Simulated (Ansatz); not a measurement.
# C₃H₈OZn: up Jacob's ladder to CCSD(T)

The task here is to estimate one member of a computed series from the others.

Program: Ansatz 0.2.0, Gaussian basis. Level of theory: functionals in def2-TZVPP, the program's frozen cores in correlated methods. These are calculated values, not measurements.

Plan: LDA (SPW92), PBE-D4, revPBE-D4, BLYP-D4, r2SCAN-D4, B97M-V, PBE0-D4, B3LYP-D4, r2SCANh-D4, r2SCAN0-D4, HSE06-D4, BHLYP-D4, CAM-B3LYP-D4, LC-ωPBE, ωB97X-V, ωB97M-V, B2PLYP, PBE-QIDH; CCSD(T)/def2-SVP; CCSD(T)/def2-TZVPP; MP2/def2-QZVPP; extrapolation to the limit; RPA on PBE.

## The relaxed structure

The geometry comes from an earlier relaxation with PBE0-D4 in a triple-zeta def2 set; it is a stationary point, not always the lowest conformer.

SMILES `C[CH](C)[Zn][OH]`, 13 atoms, charge 0, spin multiplicity 1.

Atoms are counted from 1 here; the program's logs count them from 0.

Bond lengths: C1–C2 1.526 Å, C1–H6 1.093 Å, C1–H7 1.094 Å, C1–H8 1.098 Å, C2–C3 1.526 Å, C2–Zn4 1.947 Å, C2–H9 1.097 Å, C3–H10 1.093 Å, C3–H11 1.094 Å, C3–H12 1.098 Å, Zn4–O5 1.783 Å, O5–H13 0.958 Å. Angles: C2–C1–H6 112.6°, C2–C1–H7 111.8°, C2–C1–H8 110.6°, H6–C1–H7 107.4°, H6–C1–H8 107.3°, H7–C1–H8 106.8°, C1–C2–C3 111.1°, C1–C2–Zn4 112.2°, C1–C2–H9 108.0°, C3–C2–Zn4 112.3°, C3–C2–H9 108.0°, Zn4–C2–H9 104.9°, C2–C3–H10 112.5°, C2–C3–H11 111.8°, C2–C3–H12 110.6°, H10–C3–H11 107.4°, H10–C3–H12 107.3°, H11–C3–H12 106.8° and more.

As a file:

```xyz
13

C    -1.30453   -0.84444    0.24257
C     0.01570   -0.10823    0.45187
C     1.20188   -0.99177    0.07672
Zn    0.05389    1.60863   -0.46507
O     0.05403    3.12607   -1.40121
H    -2.16767   -0.25794    0.56767
H    -1.46322   -1.10492   -0.80817
H    -1.31652   -1.78549    0.80795
H     0.10054    0.13868    1.51752
H     2.16270   -0.51260    0.28161
H     1.19013   -1.26020   -0.98387
H     1.17802   -1.93239    0.64243
H     0.29505    3.92464   -0.93001
```

Set-up of the first run:

Contents of in.yaml:

```yaml
crystal:
  periodic: [false, false, false]
  atoms:
    - {symbol: C, position_ang: [-1.304532, -0.844444, 0.242572]}
    - {symbol: C, position_ang: [0.015700, -0.108233, 0.451868]}
    - {symbol: C, position_ang: [1.201881, -0.991766, 0.076723]}
    - {symbol: Zn, position_ang: [0.053890, 1.608634, -0.465074]}
    - {symbol: O, position_ang: [0.054027, 3.126065, -1.401213]}
    - {symbol: H, position_ang: [-2.167667, -0.257943, 0.567667]}
    - {symbol: H, position_ang: [-1.463216, -1.104921, -0.808165]}
    - {symbol: H, position_ang: [-1.316515, -1.785488, 0.807946]}
    - {symbol: H, position_ang: [0.100542, 0.138676, 1.517520]}
    - {symbol: H, position_ang: [2.162702, -0.512605, 0.281611]}
    - {symbol: H, position_ang: [1.190135, -1.260196, -0.983870]}
    - {symbol: H, position_ang: [1.178024, -1.932385, 0.642425]}
    - {symbol: H, position_ang: [0.295048, 3.924636, -0.930010]}
basis:
  gaussian: {orbitals: def2-TZVPP}
hamiltonian: {xc: lda}
output: {orbitals: {seedname: orbitals}}
```

On the command line:

```sh
ansatz run in.yaml --threads 4 --pin off --events-out ev --progress --plain --max-ram 11315MiB
```

Steps of the session up to this table: LDA; PBE-D4 (GGA); revPBE-D4 (GGA); BLYP-D4 (GGA); r2SCAN-D4 (meta-GGA); B97M-V (meta-GGA); B3LYP-D4 (hybrid); r2SCANh-D4 (hybrid); r2SCAN0-D4 (hybrid); HSE06-D4 (hybrid); BHLYP-D4 (hybrid); CAM-B3LYP-D4 (range-separated); LC-ωPBE (range-separated); ωB97X-V (range-separated); ωB97M-V (range-separated); B2PLYP (double hybrid); PBE-QIDH (double hybrid).

One table of the session follows, with a row left open; its other results are not shown here.

It belongs to the step «Orbital energies across the functionals». 

```
  functional  HOMO (eV)  gap (eV)
 LDA (SPW92)      -6.33      5.06
      PBE-D4      -6.14      5.06
   revPBE-D4      -6.07      5.07
     BLYP-D4      -6.05      4.98
   r2SCAN-D4      -6.33      5.59
      B97M-V      -6.36      5.30
     PBE0-D4          ?         ?
    B3LYP-D4      -7.10      6.49
  r2SCANh-D4      -6.75      6.29
  r2SCAN0-D4      -7.38      7.31
    HSE06-D4      -6.85      6.20
    BHLYP-D4      -8.30      8.61
CAM-B3LYP-D4      -8.61      9.09
     LC-ωPBE      -9.90     11.54
     ωB97X-V      -9.54     11.01
     ωB97M-V      -9.45     10.55
```

**Question.** Estimate the row for PBE0-D4.

**Answer.** HOMO (eV): -7.25; gap (eV): 6.96. In the column «HOMO (eV)» it lies between r2SCAN0-D4 (-7.38) and B3LYP-D4 (-7.10).
